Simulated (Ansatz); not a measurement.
# CO2: the cost of one run

Computed with Ansatz 0.2.0 (DFT PBEsol, scalar-relativistic, plane waves, PAW, unless a step's input says otherwise).

2 further runs of the same task are left out: 1 that didn't finish, 1 set aside as unsound or not needed.

**1. Starting point**

The structure is cubic, space group Pa-3 (No. 205). Conventional cell: a = 5.800 Å, b = 5.800 Å, c = 5.800 Å, α = 90.00°, β = 90.00°, γ = 90.00°. C (site symmetry -3) is surrounded by 2 O at 1.17 Å. O (site symmetry 3) has 1 C at 1.17 Å as nearest neighbours.

Coordinates:

```
C O
1.0
     5.79994    0.00000    0.00000
     0.00000    5.79994    0.00000
     0.00000    0.00000    5.79994
C O
4 8
Direct
  0.00000 0.00000 0.00000
  0.50000 0.00000 0.50000
  0.50000 0.50000 0.00000
  0.00000 0.50000 0.50000
  0.11616 0.11616 0.11616
  0.38384 0.88384 0.61616
  0.61616 0.38384 0.88384
  0.88384 0.61616 0.38384
  0.88384 0.88384 0.88384
  0.61616 0.11616 0.38384
  0.38384 0.61616 0.11616
  0.11616 0.38384 0.61616
```

This cell was relaxed beforehand with the same method: volume 16.26 Å³/atom, gap on the mesh 6.71 eV.

**2. What is varied**

The energy is mapped over two homogeneous strains (x along [1 0 0], y along [0 1 0], z along [0 0 1] of the conventional cell).

First coordinate, normal strain along x: 5 values from −11.0 %. Second coordinate, normal strain along z: 5 values from −15.0 %.

Nothing else is relaxed (fractional coordinates fixed). Energies count from the relaxed crystal. Points are written as (first, second).

**3. Point (−11.0 %, −15.0 %)**

Input file input.yaml:

```yaml
crystal:
  lattice:
    - [5.1619422692, 0.0, 0.0]
    - [0.0, 5.7999351339, 0.0]
    - [0.0, 0.0, 4.9299448638]
  atoms:
    - { symbol: C, position: [0.0, 0.0, 0.0] }
    - { symbol: C, position: [0.5, 0.0, 0.5] }
    - { symbol: C, position: [0.5, 0.5, 0.0] }
    - { symbol: C, position: [0.0, 0.5, 0.5] }
    - { symbol: O, position: [0.1161576883, 0.1161576883, 0.1161576883] }
    - { symbol: O, position: [0.3838423117, 0.8838423117, 0.6161576883] }
    - { symbol: O, position: [0.6161576883, 0.3838423117, 0.8838423117] }
    - { symbol: O, position: [0.8838423117, 0.6161576883, 0.3838423117] }
    - { symbol: O, position: [0.8838423117, 0.8838423117, 0.8838423117] }
    - { symbol: O, position: [0.6161576883, 0.1161576883, 0.3838423117] }
    - { symbol: O, position: [0.3838423117, 0.6161576883, 0.1161576883] }
    - { symbol: O, position: [0.1161576883, 0.3838423117, 0.6161576883] }
basis:
  ecutwfc: 520.0
kpoints:
  mp_grid: { grid: [4, 4, 4] }
hamiltonian:
  xc: pbesol
scf:
  occupations: { method: gaussian, width: 0.05 }
output:
  forces: true
  stress: true
  eigenvalues: true
  write_density: true
  write_potential: true
  elf: true
  volumetric_format: npy
```

Command:

```
ansatz run input.yaml --threads 2 --pin off --max-ram 4096MiB --backend cpu --events-out ev --progress --plain --runs-dir out
```

**Question.** How long does this run take on 2 threads of Arm Neoverse N1, shared host, and how much memory does it need?

About 18 s, with a peak of 0.64 GiB.
